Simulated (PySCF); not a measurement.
# C4H12BN (aminodiethylborane): the cost of one run

Computed with PySCF 2.14.0, with density-fitted response routines of our own, on a single molecule, in the gas phase or a continuum. Atoms count from 0, in the outputs and in this text.

### 1 Starting geometry

18 atoms, charge 0, multiplicity 1; geometry from: GFN2-xTB. The atoms were then displaced at random by about 0.01 Å, so the start is not that level's minimum.

Bonds of the start (Å): C0–C1 1.53, C1–B2 1.61, B2–N3 1.38, B2–C4 1.58, C4–C5 1.54, C0–H6 1.08, C0–H7 1.09, C0–H8 1.12, C1–H9 1.10, C1–H10 1.10, N3–H11 1.03, N3–H12 0.96, C4–H13 1.11, C4–H14 1.09, C5–H15 1.10, C5–H16 1.09, C5–H17 1.10.

### 2 Optimising the geometry at PBE0-D3(BJ)/def2-TZVP

Job settings and geometry (Å):

```
{"job": {"xc": "PBE0", "basis": "def2-TZVP", "d3": "d3bj", "grid": 2, "shake": 0.01, "kind": "geom"}, "charge": 0, "multiplicity": 1}
C      2.027330     0.520060    -0.527360
C      1.285130    -0.177670     0.616000
B     -0.145460    -0.775360     0.172640
N     -0.125130    -1.798790    -0.746650
C     -1.497040    -0.214070     0.764470
C     -1.720900     1.273680     0.425570
H      2.184340    -0.133310    -1.366600
H      2.987290     0.938800    -0.213330
H      1.405910     1.385370    -0.869740
H      1.940750    -0.978610     0.982420
H      1.181860     0.525720     1.456890
H     -1.002540    -2.220110    -1.074120
H      0.637140    -2.193130    -1.168730
H     -1.507700    -0.297900     1.871410
H     -2.359320    -0.789870     0.417800
H     -0.899010     1.890710     0.812940
H     -1.765750     1.412090    -0.652990
H     -2.654420     1.644350     0.866990
```

The run is started by

```
$ OMP_NUM_THREADS=2 python probes_run.py task.json out
```

This one command runs all jobs of the session in turn.

Q: Estimate the wall time and peak memory of this first job on 2 threads of Intel Xeon Platinum 8375C at 2.90GHz, shared host.

About 6.5 min, with a peak of 1.5 GiB.
